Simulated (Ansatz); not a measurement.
# HfN (rocksalt type): how the settings move a single-point run

Aim: see which settings change the result for HfN (rocksalt type), by how much, and at what cost.

Method: reference: DFT, r2SCAN, PAW with Ansatz's default frozen-core files, scalar-relativistic, in Ansatz 0.2.0.

### Step 1. The starting structure

It takes space group Fm-3m (No. 225, cubic). Conventional cell: a = 4.201 Å, b = 4.201 Å, c = 4.201 Å, α = 90.00°, β = 90.00°, γ = 90.00°. Hf (site symmetry m-3m) is surrounded by 6 N at 2.10 Å. Around N (site symmetry m-3m) lie 6 Hf at 2.10 Å.

As a file:

```
CELL_PARAMETERS angstrom
0.00000 2.10055 2.10055
2.10055 0.00000 2.10055
2.10055 2.10055 0.00000
ATOMIC_POSITIONS crystal
Hf 0.00000 0.00000 0.00000
N 0.50000 0.50000 0.50000
```

### Step 2. Baseline

input.yaml

```yaml
crystal:
  lattice:
    - [0.0, 2.1005512509, 2.1005512509]
    - [2.1005512509, 0.0, 2.1005512509]
    - [2.1005512509, 2.1005512509, 0.0]
  atoms:
    - { symbol: Hf, position: [0.0, 0.0, 0.0] }
    - { symbol: "N", position: [0.5, 0.5, 0.5] }
kpoints:
  mp_grid: { grid: [15, 15, 15] }
scf:
  occupations: { method: fermi_dirac, width: 0.1 }
hamiltonian:
  xc: r2scan
  pseudopotentials: { kind: paw }
output:
  forces: true
  stress: true
  eigenvalues: true
  populations: true
  write_density: true
  write_potential: true
  elf: true
  volumetric_format: npy
```

On the command line:

```console
> ansatz run input.yaml --threads 1 --pin off --max-ram 2048MiB --backend cpu --events-out ev --progress --plain --runs-dir out
```

### Step 3. Variant: pseudopotentials.kind nc, pseudopotentials.accuracy standard

input.yaml, as its differences from that of step 2:

```diff
@@ -14,3 +14,3 @@
   xc: r2scan
-  pseudopotentials: { kind: paw }
+  pseudopotentials: { kind: nc, accuracy: standard }
 output:
@@ -20,5 +20 @@
   populations: true
-  write_density: true
-  write_potential: true
-  elf: true
-  volumetric_format: npy
```

What does the calculation give? Wanted: for each run, ending; energy change; pressure; gap; force.

**Answer**, as computed:

| run | ending | energy change | pressure (GPa) | gap (eV) | force (eV/Å) | cycles | time |
| --- | --- | --- | --- | --- | --- | --- | --- |
| reference | converged | - | 100.3 | 0.00 | 0.00 | 7 | 5.7 s |
| 1: pseudopotentials.kind nc, pseudopotentials.accuracy standard | converged | not comparable | 97.3 | 0.00 | 0.00 | 7 | 11 s |

Times don't compare one to one where runs were asked for different outputs or read a saved state (see the inputs); cycles may leave out searches for a lower state.

Residual by cycle in the longest SCF loop of each run; runs are numbered as in the table. The quantity is the density residual dr2, in eV.

| cycle | reference | run 1 |
| --- | --- | --- |
| 1 | 0.0117 | 0.981 |
| 2 | 0.00708 | 0.184 |
| 3 | 0.00128 | 0.0162 |
| 4 | 3.8e-5 | 5.3e-4 |
| 5 | 9.1e-6 | 8.0e-6 |
| 6 | 4.2e-7 | 7.0e-7 |
| 7 | 6.1e-8 | 2.6e-8 |

After a change of potentials the difference of the totals has no physical meaning; the pressure goes from 100.3 to 97.3 GPa. The structure is not at rest: the sound run finds 100 GPa, so these are no properties of the relaxed crystal. 
